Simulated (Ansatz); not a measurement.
# Hg (diamond type): how the settings move a single-point run

Aim: see which settings change the result for Hg (diamond type), by how much, and at what cost.

Program: Ansatz 0.2.0. Level of theory: reference: DFT, PBEsol, PAW with Ansatz's default frozen-core files, scalar-relativistic. These are calculated values, not measurements.

1 further run of the same task is left out (it didn't finish). Runs told in other sessions of the task aren't counted.

## Step 1: The system as given

Symmetry: Fd-3m, No. 227, cubic system. Conventional cell: a = 5.254 Å, b = 5.254 Å, c = 5.254 Å, α = 90.00°, β = 90.00°, γ = 90.00°. Hg (site symmetry -43m) has 4 Hg at 2.27 Å in its first shell of neighbours.

Structure file:

```xyz
2
Lattice="0.0000 2.6268 2.6268 2.6268 0.0000 2.6268 2.6268 2.6268 0.0000" Properties=species:S:1:pos:R:3 pbc="T T T"
Hg   -0.6567   -0.6567   -0.6567
Hg    0.6567    0.6567    0.6567
```

## Step 2: The reference run

Input file input.yaml:

```yaml
crystal:
  lattice:
    - [0.0, 2.6268292789, 2.6268292789]
    - [2.6268292789, 0.0, 2.6268292789]
    - [2.6268292789, 2.6268292789, 0.0]
  atoms:
    - { symbol: Hg, position: [-0.125, -0.125, -0.125] }
    - { symbol: Hg, position: [0.125, 0.125, 0.125] }
kpoints:
  mp_grid: { grid: [12, 12, 12] }
scf:
  occupations: { method: fermi_dirac, width: 0.05 }
hamiltonian:
  xc: pbesol
  pseudopotentials: { kind: paw }
output:
  forces: true
  stress: true
  eigenvalues: true
  populations: true
```

Command:

```sh
> ansatz run input.yaml --threads 1 --pin off --max-ram 2048MiB --backend cpu --events-out ev --progress --plain --runs-dir out
```

## Step 3: Changing settings: occupations.method tetrahedron, xc lda, ecutwfc 400 eV, width left out

input.yaml, as its differences from that of step 2:

```diff
@@ -11,5 +11,5 @@
 scf:
-  occupations: { method: fermi_dirac, width: 0.05 }
+  occupations: { method: tetrahedron }
 hamiltonian:
-  xc: pbesol
+  xc: lda
   pseudopotentials: { kind: paw }
@@ -20 +20,7 @@
   populations: true
+  write_density: true
+  write_potential: true
+  elf: true
+  volumetric_format: npy
+basis:
+  ecutwfc: "400 eV"
```

Q: Predict the outcome of this session. Wanted: for each run, ending; energy change; pressure; gap; force.

**Answer**, as computed:

| run | ending | energy change | pressure (GPa) | gap (eV) | force (eV/Å) | cycles | time |
| --- | --- | --- | --- | --- | --- | --- | --- |
| reference | converged | - | 116.6 | 0.00 | 0.00 | 6 | 1.3 s |
| 1: occupations.method tetrahedron, xc lda, ecutwfc 400 eV, width left out | converged | not comparable | 111.7 | 0.00 | 0.00 | 6 | 1.1 s |

Times don't compare one to one where runs were asked for different outputs or read a saved state (see the inputs); cycles may leave out searches for a lower state.

Residual by cycle in the longest SCF loop of each run; runs are numbered as in the table. The quantity is the density residual dr2, in eV.

| cycle | reference | run 1 |
| --- | --- | --- |
| 1 | 0.0101 | 0.0103 |
| 2 | 0.00213 | 0.00213 |
| 3 | 4.9e-5 | 1.0e-4 |
| 4 | 1.9e-6 | 1.2e-5 |
| 5 | 9.7e-8 | 2.3e-6 |
| 6 | 4.9e-9 | 1.9e-8 |

**Reading.** Total energies don't compare across a change of functional; the pressure goes from 116.6 to 111.7 GPa. The smearing and cutoff changed too. The cutoff is under what these potentials recommend, as the log warns, so basis error is mixed in. Run 1 ran under the cutoff that the potentials recommend, as the log warns, so basis error is mixed into its values. The structure is not at rest: the sound run finds 117 GPa, so these are no properties of the relaxed crystal. 
